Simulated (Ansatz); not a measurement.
**CH₄FNSi: basis-set convergence**

Aim: see how fast density functionals converge with the basis set for CH₄FNSi.

The runs use Ansatz 0.2.0, Gaussian basis; one geometry, several basis sets.

The runs, in order: PBE0-D4/def2-SVP; ωB97M-V/def2-SVP; PBE0-D4/def2-QZVPP; ωB97M-V/def2-QZVPP; the functionals' def2-TZVPP values are taken from earlier runs.

## (1) The relaxed structure

The geometry comes from an earlier relaxation with PBE0-D4 in a triple-zeta def2 set; it is a stationary point, not always the lowest conformer.

SMILES `C=N[SiH2]F`, 8 atoms, charge 0, spin multiplicity 1.

Atoms are counted from 1 here; the program's logs count them from 0.

Bond lengths: C1–N2 1.257 Å, C1–H5 1.099 Å, C1–H6 1.096 Å, N2–Si3 1.716 Å, Si3–F4 1.604 Å, Si3–H7 1.478 Å, Si3–H8 1.478 Å. Angles: N2–C1–H5 124.1°, N2–C1–H6 120.2°, H5–C1–H6 115.7°, C1–N2–Si3 129.6°, N2–Si3–F4 113.4°, N2–Si3–H7 107.9°, N2–Si3–H8 107.9°, F4–Si3–H7 107.6°, F4–Si3–H8 107.6°, H7–Si3–H8 112.7°.

## (2) PBE0-D4 in def2-SVP

File in.yaml:

```yaml
crystal:
  periodic: [false, false, false]
  atoms:
    - {symbol: C, position_ang: [-0.614849, 1.387837, -0.112451]}
    - {symbol: N, position_ang: [0.102246, 0.588940, 0.540763]}
    - {symbol: Si, position_ang: [0.539683, -1.031400, 0.183370]}
    - {symbol: F, position_ang: [-0.078237, -1.567510, -1.196332]}
    - {symbol: H, position_ang: [-1.094829, 1.142253, -1.070233]}
    - {symbol: H, position_ang: [-0.795850, 2.401210, 0.264178]}
    - {symbol: H, position_ang: [2.012148, -1.087908, 0.065820]}
    - {symbol: H, position_ang: [0.021886, -1.890623, 1.269088]}
basis:
  gaussian: {orbitals: def2-SVP}
hamiltonian: {xc: pbe0, dispersion: d4}
output: {orbitals: {seedname: orbitals}}
```

Started as:

```console
$ ansatz run in.yaml --threads 2 --pin off --events-out ev --progress --plain --max-ram 4352MiB
```

The runs that follow: ωB97M-V in def2-SVP; PBE0-D4 in def2-QZVPP; ωB97M-V in def2-QZVPP.

Before running them: what should the planned runs give, taken together? Wanted: PBE0-D4: double and triple zeta above quadruple; ωB97M-V: double and triple zeta above quadruple.

The runs gave:

| quantity | value |
| --- | --- |
| PBE0-D4: double and triple zeta above quadruple | 9.97, 0.58 eV |
| ωB97M-V: double and triple zeta above quadruple | 10.13, 0.54 eV |

What this shows: PBE0-D4 gains 9.39 eV from double to triple zeta, then 0.58 eV more. These are total energies; as a rule much of such shifts cancels in differences, which this series doesn't test.
